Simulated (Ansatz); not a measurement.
# BaNbI6: the cost of one run

Program: Ansatz 0.2.0. Level of theory: DFT PBE, scalar-relativistic, plane waves, PAW. These are calculated values, not measurements.

1 further run of the same task is left out (it didn't finish).

**1. Starting point**

The structure is cubic, space group Fm-3m (No. 225). Conventional cell: a = 13.000 Å, b = 13.000 Å, c = 13.000 Å, α = 90.00°, β = 90.00°, γ = 90.00°. Around Ba (site symmetry m-3m) lie 6 I at 3.33 Å. Nb (site symmetry m-3m) is surrounded by 6 I at 3.17 Å. I (site symmetry 4mm) is surrounded by 1 Nb at 3.17 Å and 1 Ba at 3.33 Å.

Coordinates:

```
Ba Nb I
1.0
     0.00000    6.50000    6.50000
     6.50000    0.00000    6.50000
     6.50000    6.50000    0.00000
Ba Nb I
1 1 6
Direct
  0.00000 0.00000 0.00000
  0.50000 0.50000 0.50000
  0.74347 0.25653 0.25653
  0.25653 0.74347 0.25653
  0.25653 0.25653 0.74347
  0.25653 0.74347 0.74347
  0.74347 0.25653 0.74347
  0.74347 0.74347 0.25653
```

A structure generator made this guess: perovskite family, tilts a0a0a0, rock order on B (Fm-3m, No. 225). Lengths come from tabulated atomic sizes and are only a guess.

**2. Probe: one point on a coarse mesh**

Contents of input.yaml:

```yaml
crystal:
  lattice:
    - [0.0, 6.5, 6.5]
    - [6.5, 0.0, 6.5]
    - [6.5, 6.5, 0.0]
  atoms:
    - { symbol: Ba, position: [0.0, 0.0, 0.0] }
    - { symbol: Nb, position: [0.5, 0.5, 0.5] }
    - { symbol: I, position: [0.74347346, 0.25652654, 0.25652654] }
    - { symbol: I, position: [0.25652654, 0.74347346, 0.25652654] }
    - { symbol: I, position: [0.25652654, 0.25652654, 0.74347346] }
    - { symbol: I, position: [0.25652654, 0.74347346, 0.74347346] }
    - { symbol: I, position: [0.74347346, 0.25652654, 0.74347346] }
    - { symbol: I, position: [0.74347346, 0.74347346, 0.25652654] }
basis:
  ecutwfc: 420
kpoints:
  mp_grid: { grid: [2, 2, 2] }
hamiltonian:
  xc: pbe
scf:
  occupations: { method: gaussian, width: 0.1 }
  lower_state_search: "off"
output:
  forces: true
  stress: true
  eigenvalues: true
```

Launch:

```
$ ansatz run input.yaml --threads 1 --pin off --max-ram 2048MiB --backend cpu --events-out ev --progress --plain --runs-dir out
```

What time and memory should one allow on 1 thread of AMD EPYC 7R43 (Zen 3), shared host?

About 11 s, with a peak of 0.84 GiB.
